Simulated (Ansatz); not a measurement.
**CHBFNO: small, medium and large basis sets**

One table from this session's results is given with a row withheld; the runs are named, their logs left out.

Program: Ansatz 0.2.0, Gaussian basis. Level of theory: one geometry, several basis sets. These are calculated values, not measurements.

Levels to be run: PBE0-D4/def2-SVP; ωB97M-V/def2-SVP; PBE0-D4/def2-QZVPP; ωB97M-V/def2-QZVPP; the functionals' def2-TZVPP values are taken from earlier runs.

### The relaxed structure

All runs share one geometry, relaxed beforehand with PBE0-D4 in a triple-zeta def2 set.

SMILES `N=C1OB1F`, 6 atoms, charge 0, spin multiplicity 1.

Atoms are counted from 1 here; the program's logs count them from 0.

Bond lengths: N1–C2 1.233 Å, N1–H6 1.017 Å, C2–O3 1.477 Å, C2–B4 1.486 Å, O3–B4 1.341 Å, B4–F5 1.298 Å. Angles: C2–N1–H6 111.5°, N1–C2–O3 126.3°, N1–C2–B4 179.9°, O3–C2–B4 53.8°, C2–O3–B4 63.4°, C2–B4–O3 62.7°, C2–B4–F5 159.4°, O3–B4–F5 137.9°.

As a file:

```
N    -0.4401    0.2918    1.5020
C    -0.1192    0.0737    0.3319
O    -0.8458    0.5240   -0.8722
B     0.2705   -0.1908   -1.0771
F     0.9556   -0.6395   -2.0840
H     0.2212   -0.1231    2.1532
```

The first run:

Contents of in.yaml:

```yaml
crystal:
  periodic: [false, false, false]
  atoms:
    - {symbol: N, position_ang: [-0.440126, 0.291758, 1.502043]}
    - {symbol: C, position_ang: [-0.119202, 0.073724, 0.331894]}
    - {symbol: O, position_ang: [-0.845759, 0.524003, -0.872193]}
    - {symbol: B, position_ang: [0.270454, -0.190848, -1.077109]}
    - {symbol: F, position_ang: [0.955582, -0.639498, -2.084047]}
    - {symbol: H, position_ang: [0.221151, -0.123139, 2.153212]}
basis:
  gaussian: {orbitals: def2-SVP}
hamiltonian: {xc: pbe0, dispersion: d4}
output: {orbitals: {seedname: orbitals}}
```

On the command line:

```
ansatz run in.yaml --threads 2 --pin off --events-out ev --progress --plain --max-ram 4352MiB
```

Steps of the session up to this table: PBE0-D4 in def2-SVP; ωB97M-V in def2-SVP; PBE0-D4 in def2-QZVPP; ωB97M-V in def2-QZVPP.

One of the session's tables, all rows but one given; the rest of the session is left out.

It belongs to the step «Functionals by basis». 

| functional | basis | HOMO (eV) |
| --- | --- | --- |
| PBE0-D4 | def2-SVP | -7.97 |
| PBE0-D4 | def2-TZVPP | ? |
| PBE0-D4 | def2-QZVPP | -8.19 |
| ωB97M-V | def2-SVP | -10.25 |
| ωB97M-V | def2-TZVPP | -10.47 |
| ωB97M-V | def2-QZVPP | -10.51 |

Estimate the missing values for PBE0-D4, def2-TZVPP.

As computed: HOMO (eV): -8.16. In the column «HOMO (eV)» it lies between PBE0-D4, def2-QZVPP (-8.19) and PBE0-D4, def2-SVP (-7.97).
